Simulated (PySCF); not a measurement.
# C3H8GeS: the cost of one run

Programs: PySCF 2.14.0, with density-fitted response routines of our own. Each step states its level of theory. These are calculated values for one molecule in the gas phase, unless marked as measured. Atoms count from 0, in the outputs and in this text.

### Step 1. Starting geometry

13 atoms, charge 0, multiplicity 1; geometry from: GFN2-xTB. The atoms were then displaced at random by about 0.01 Å, so the start is not that level's minimum.

Bonds of the start (Å): C0–Ge1 1.95, Ge1–C2 1.96, C2–C3 1.53, C2–S4 1.63, C0–H5 1.12, C0–H6 1.09, C0–H7 1.06, Ge1–H8 1.52, Ge1–H9 1.50, C3–H10 1.06, C3–H11 1.08, C3–H12 1.10.

### Step 2. Geometry optimisation at PBE0-D3(BJ)/def2-SVP

Job settings and geometry (Å):

```
{"job": {"xc": "PBE0", "basis": "def2-SVP", "d3": "d3bj", "grid": 1, "shake": 0.01, "kind": "geom"}, "charge": 0, "multiplicity": 1}
C     -2.135100    -0.534180     0.714690
Ge    -0.781370     0.291830    -0.426340
C      1.008970    -0.205540     0.203090
C      2.243090     0.378350    -0.478380
S      1.191180    -1.234350     1.450130
H     -3.155680    -0.220590     0.379230
H     -2.016960    -0.191150     1.742100
H     -2.060370    -1.587150     0.674960
H     -0.851190     1.807840    -0.439480
H     -0.889800    -0.143320    -1.852850
H      3.135230    -0.006290    -0.055730
H      2.163040     0.153990    -1.535820
H      2.154770     1.473670    -0.385930
```

Started as:

```sh
> OMP_NUM_THREADS=1 python probes_run.py task.json out
```

This one command runs all jobs of the session in turn.

Q: Estimate the wall time and peak memory of this first job on 1 thread of Arm Neoverse V1, shared host.

About 73 s, with a peak of 0.52 GiB.
